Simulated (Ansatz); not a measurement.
# ZnAu: the cost of one run

Method: DFT PBEsol, scalar-relativistic, in Ansatz 0.2.0.

### Step 1. The starting structure

Symmetry: Pm-3m, No. 221, cubic system. The conventional cell has a = 3.147 Å, b = 3.147 Å, c = 3.147 Å, α = 90.00°, β = 90.00°, γ = 90.00°. Zn (site symmetry m-3m) is surrounded by 8 Au at 2.73 Å. Au (site symmetry m-3m) is surrounded by 8 Zn at 2.73 Å.

Coordinates:

```xyz
2
Lattice="3.1470 0.0000 0.0000 0.0000 3.1470 0.0000 0.0000 0.0000 3.1470" Properties=species:S:1:pos:R:3 pbc="T T T"
Zn    1.5735    1.5735    1.5735
Au    0.0000    0.0000    0.0000
```

Atoms are numbered in the order of the input: Zn1, Au2.

### Step 2. The deformed structure

Space group Pm-3m before, P4/mmm after.

### Step 3. All-electron LAPW

input.yaml reads:

```yaml
crystal:
  lattice:
    - [3.20994, 0.0, 0.0]
    - [0.0, 3.20994, 0.0]
    - [0.0, 0.0, 3.147]
  atoms:
    - { symbol: Zn, position: [0.5, 0.5, 0.5] }
    - { symbol: Au, position: [0.0, 0.0, 0.0] }
kpoints:
  mp_grid: { grid: [13, 13, 13] }
  band_path:
    path:
      - [0.0, 0.0, 0.0]
      - [0.0, 0.5, 0.0]
      - [0.5, 0.5, 0.0]
      - [0.0, 0.0, 0.0]
      - [0.0, 0.0, 0.5]
      - [0.0, 0.5, 0.5]
      - [0.5, 0.5, 0.5]
      - [0.0, 0.0, 0.5]
      - [0.0, 0.5, 0.0]
    npoints: 5
scf:
  occupations: { method: fermi_dirac, width: 0.05 }
hamiltonian:
  xc: pbesol
  pseudopotentials: { kind: all_electron, lapw: { basis_error: 0.0005 } }
output:
  forces: true
  stress: true
  eigenvalues: true
```

On the command line:

```console
> ansatz run input.yaml --threads 1 --pin off --max-ram 3072MiB --backend cpu --events-out ev --progress --plain --runs-dir out
```

**Question.** How long does this run take on 1 thread of Intel Xeon 6975P-C (Granite Rapids), shared host, and how much memory does it need?

About 46 s, with a peak of 0.88 GiB.
